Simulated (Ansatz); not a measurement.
# ScPd3: the cost of one run

Method: DFT LDA, with the methods named in each step, in Ansatz 0.2.0.

### Step 1. The starting structure

The structure is cubic, space group Pm-3m (No. 221). Conventional cell: a = 3.982 Å, b = 3.982 Å, c = 3.982 Å, α = 90.00°, β = 90.00°, γ = 90.00°. Around Sc (site symmetry m-3m) lie 12 Pd at 2.82 Å. Pd (site symmetry 4/mmm) is surrounded by 4 Sc at 2.82 Å and 8 Pd at 2.82 Å.

Coordinates:

```cif
data_structure
_symmetry_space_group_name_H-M 'P 1'
_symmetry_Int_Tables_number 1
_cell_length_a 3.9820
_cell_length_b 3.9820
_cell_length_c 3.9820
_cell_angle_alpha 90.000
_cell_angle_beta 90.000
_cell_angle_gamma 90.000
_cell_volume 63.14
loop_
_atom_site_label
_atom_site_type_symbol
_atom_site_fract_x
_atom_site_fract_y
_atom_site_fract_z
_atom_site_occupancy
Sc1 Sc 0.00000 0.00000 0.00000 1
Pd1 Pd 0.00000 0.50000 0.50000 1
Pd2 Pd 0.50000 0.00000 0.50000 1
Pd3 Pd 0.50000 0.50000 0.00000 1
```

Atoms are numbered in the order of the input: Sc1, Pd2, Pd3, Pd4.

### Step 2. Cell and atoms relaxed, PAW

Input file input.yaml:

```yaml
crystal:
  lattice:
    - [3.982, 0.0, 0.0]
    - [0.0, 3.982, 0.0]
    - [0.0, 0.0, 3.982]
  atoms:
    - { symbol: Sc, position: [0.0, 0.0, 0.0] }
    - { symbol: Pd, position: [0.0, 0.5, 0.5] }
    - { symbol: Pd, position: [0.5, 0.0, 0.5] }
    - { symbol: Pd, position: [0.5, 0.5, 0.0] }
kpoints:
  mp_grid: { grid: [9, 9, 9] }
scf:
  occupations: { method: fermi_dirac, width: 0.05 }
hamiltonian:
  xc: lda
  pseudopotentials: { kind: paw }
output:
  forces: true
  stress: true
relax:
  f_tol: 0.005
  max_steps: 50
  cell: {}
```

On the command line:

```
$ ansatz run input.yaml --threads 1 --pin off --max-ram 3072MiB --backend cpu --events-out ev --progress --plain --runs-dir out
```

Q: Estimate wall time and peak memory on 1 thread of Arm Neoverse V2, shared host.

About 19 s, with a peak of 0.36 GiB.
